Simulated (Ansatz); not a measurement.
# C₂H₄AlBr: a ladder of functionals and wavefunction methods

The task here is to estimate one member of a computed series from the others.

Method: functionals in def2-TZVPP, the program's frozen cores in correlated methods; program: Ansatz 0.2.0, Gaussian basis.

The runs, in order: LDA (SPW92), PBE-D4, revPBE-D4, BLYP-D4, r2SCAN-D4, B97M-V, PBE0-D4, B3LYP-D4, r2SCANh-D4, r2SCAN0-D4, HSE06-D4, BHLYP-D4, CAM-B3LYP-D4, LC-ωPBE, ωB97X-V, ωB97M-V, B2PLYP, PBE-QIDH; CCSD(T)/def2-SVP; CCSD(T)/def2-TZVPP; MP2/def2-QZVPP; extrapolation to the limit; RPA on PBE.

## The geometry

The geometry comes from an earlier relaxation with PBE0-D4 in a triple-zeta def2 set; it is a stationary point, not always the lowest conformer.

8 atoms, charge 0, spin multiplicity 1.

Atoms are counted from 1 here; the program's logs count them from 0.

Bond lengths: Br1–C2 2.066 Å, Br1–Al4 2.533 Å, C2–C3 1.535 Å, C2–Al4 1.897 Å, C2–H5 1.085 Å, C3–Al4 1.932 Å, C3–H6 1.090 Å, C3–H7 1.096 Å, Al4–H8 1.568 Å. Angles: C2–Br1–Al4 47.4°, Br1–C2–C3 103.3°, Br1–C2–Al4 79.3°, Br1–C2–H5 105.5°, C3–C2–Al4 67.6°, C3–C2–H5 124.8°, Al4–C2–H5 163.7°, C2–C3–Al4 65.2°, C2–C3–H6 119.7°, C2–C3–H7 107.9°, Al4–C3–H6 130.8°, Al4–C3–H7 113.0°, H6–C3–H7 110.8°, Br1–Al4–C2 53.3°, Br1–Al4–C3 77.8°, Br1–Al4–H8 122.9°, C2–Al4–C3 47.3°, C2–Al4–H8 149.8° and more.

The first run:

File in.yaml:

```yaml
crystal:
  periodic: [false, false, false]
  atoms:
    - {symbol: Br, position_ang: [-2.017785, 0.639409, -0.042113]}
    - {symbol: C, position_ang: [-0.105000, 0.387131, -0.781240]}
    - {symbol: C, position_ang: [0.763255, 0.362884, 0.484964]}
    - {symbol: Al, position_ang: [-0.314005, -1.217645, 0.209421]}
    - {symbol: H, position_ang: [-0.006994, 1.109615, -1.584680]}
    - {symbol: H, position_ang: [0.675327, 1.166099, 1.216115]}
    - {symbol: H, position_ang: [1.805933, 0.229457, 0.175905]}
    - {symbol: H, position_ang: [-0.708532, -2.733951, 0.265728]}
basis:
  gaussian: {orbitals: def2-TZVPP}
hamiltonian: {xc: lda}
output: {orbitals: {seedname: orbitals}}
```

Started as:

```bash
ansatz run in.yaml --threads 2 --pin off --events-out ev --progress --plain --max-ram 4352MiB
```

Steps of the session up to this table: LDA; PBE-D4 (GGA); revPBE-D4 (GGA); BLYP-D4 (GGA); r2SCAN-D4 (meta-GGA); B97M-V (meta-GGA); B3LYP-D4 (hybrid); r2SCANh-D4 (hybrid); r2SCAN0-D4 (hybrid); HSE06-D4 (hybrid); BHLYP-D4 (hybrid); CAM-B3LYP-D4 (range-separated); LC-ωPBE (range-separated); ωB97X-V (range-separated); ωB97M-V (range-separated); B2PLYP (double hybrid); PBE-QIDH (double hybrid).

One of the session's tables, all rows but one given; the rest of the session is left out.

It belongs to the step «Orbital energies across the functionals». 

```
  functional  HOMO (eV)  gap (eV)
 LDA (SPW92)      -5.29      3.15
      PBE-D4      -5.17      3.26
   revPBE-D4      -5.12      3.30
     BLYP-D4      -5.04      3.28
   r2SCAN-D4      -5.38      3.74
      B97M-V      -5.45      3.88
     PBE0-D4      -6.31      5.41
    B3LYP-D4      -6.12      5.00
  r2SCANh-D4      -5.81      4.53
  r2SCAN0-D4      -6.46      5.71
    HSE06-D4      -5.92      4.63
    BHLYP-D4      -7.38      7.52
CAM-B3LYP-D4      -7.63      7.84
     LC-ωPBE      -8.94     10.31
     ωB97X-V      -8.61      9.87
     ωB97M-V          ?         ?
```

Estimate the missing values for ωB97M-V.

**Answer.** HOMO (eV): -8.48; gap (eV): 9.47. In the column «HOMO (eV)» it lies between ωB97X-V (-8.61) and CAM-B3LYP-D4 (-7.63).
